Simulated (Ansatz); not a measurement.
**CHBFNO: one species, many methods**

The task here is to estimate one member of a computed series from the others.

Method: functionals in def2-TZVPP, the program's frozen cores in correlated methods; program: Ansatz 0.2.0, Gaussian basis.

Plan: LDA (SPW92), PBE-D4, revPBE-D4, BLYP-D4, r2SCAN-D4, B97M-V, PBE0-D4, B3LYP-D4, r2SCANh-D4, r2SCAN0-D4, HSE06-D4, BHLYP-D4, CAM-B3LYP-D4, LC-ωPBE, ωB97X-V, ωB97M-V, B2PLYP, PBE-QIDH; CCSD(T)/def2-SVP; CCSD(T)/def2-TZVPP; MP2/def2-QZVPP; extrapolation to the limit; RPA on PBE.

## The relaxed structure

All runs share one geometry, relaxed beforehand with PBE0-D4 in a triple-zeta def2 set.

SMILES `N=C1OB1F`, 6 atoms, charge 0, spin multiplicity 1.

Atoms are counted from 1 here; the program's logs count them from 0.

Bond lengths: N1–C2 1.233 Å, N1–H6 1.017 Å, C2–O3 1.477 Å, C2–B4 1.486 Å, O3–B4 1.341 Å, B4–F5 1.298 Å. Angles: C2–N1–H6 111.5°, N1–C2–O3 126.3°, N1–C2–B4 179.9°, O3–C2–B4 53.8°, C2–O3–B4 63.4°, C2–B4–O3 62.7°, C2–B4–F5 159.4°, O3–B4–F5 137.9°.

Geometry (Å):

```mol
CHBFNO
  3D, bonds by distance, orders not assigned

  6  6  0  0  0  0  0  0  0  0999 V2000
   -0.4401    0.2918    1.5020 N   0  0
   -0.1192    0.0737    0.3319 C   0  0
   -0.8458    0.5240   -0.8722 O   0  0
    0.2705   -0.1908   -1.0771 B   0  0
    0.9556   -0.6395   -2.0840 F   0  0
    0.2212   -0.1231    2.1532 H   0  0
  1  2  8  0
  2  3  8  0
  3  4  8  0
  4  5  8  0
  1  6  8  0
  2  4  8  0
M  END
```

Set-up of the first run:

File in.yaml:

```yaml
crystal:
  periodic: [false, false, false]
  atoms:
    - {symbol: N, position_ang: [-0.440126, 0.291758, 1.502043]}
    - {symbol: C, position_ang: [-0.119202, 0.073724, 0.331894]}
    - {symbol: O, position_ang: [-0.845759, 0.524003, -0.872193]}
    - {symbol: B, position_ang: [0.270454, -0.190848, -1.077109]}
    - {symbol: F, position_ang: [0.955582, -0.639498, -2.084047]}
    - {symbol: H, position_ang: [0.221151, -0.123139, 2.153212]}
basis:
  gaussian: {orbitals: def2-TZVPP}
hamiltonian: {xc: lda}
output: {orbitals: {seedname: orbitals}}
```

The run is started by

```console
ansatz run in.yaml --threads 2 --pin off --events-out ev --progress --plain --max-ram 4352MiB
```

Steps of the session up to this table: LDA; PBE-D4 (GGA); revPBE-D4 (GGA); BLYP-D4 (GGA); r2SCAN-D4 (meta-GGA); B97M-V (meta-GGA); PBE0-D4 (hybrid); B3LYP-D4 (hybrid); r2SCANh-D4 (hybrid); r2SCAN0-D4 (hybrid); HSE06-D4 (hybrid); BHLYP-D4 (hybrid); CAM-B3LYP-D4 (range-separated); LC-ωPBE (range-separated); ωB97X-V (range-separated); ωB97M-V (range-separated); B2PLYP (double hybrid); PBE-QIDH (double hybrid).

One of the session's tables, all rows but one given; the rest of the session is left out.

It belongs to the step «Frontier levels by functional». 

```
  functional  HOMO (eV)  gap (eV)
 LDA (SPW92)      -6.88      4.20
      PBE-D4      -6.70      4.31
   revPBE-D4      -6.62      4.34
     BLYP-D4      -6.61      4.34
   r2SCAN-D4      -6.97      4.77
      B97M-V      -7.05      4.97
     PBE0-D4      -8.16      6.78
    B3LYP-D4      -7.95      6.31
  r2SCANh-D4      -7.52      5.70
  r2SCAN0-D4      -8.35      7.08
    HSE06-D4          ?         ?
    BHLYP-D4      -9.58      9.29
CAM-B3LYP-D4      -9.62      9.41
     LC-ωPBE     -10.92     11.99
     ωB97X-V     -10.57     11.56
     ωB97M-V     -10.47     11.36
```

Estimate the missing values for HSE06-D4.

**Answer.** HOMO (eV): -7.75; gap (eV): 5.98. In the column «HOMO (eV)» it lies between B3LYP-D4 (-7.95) and r2SCANh-D4 (-7.52).
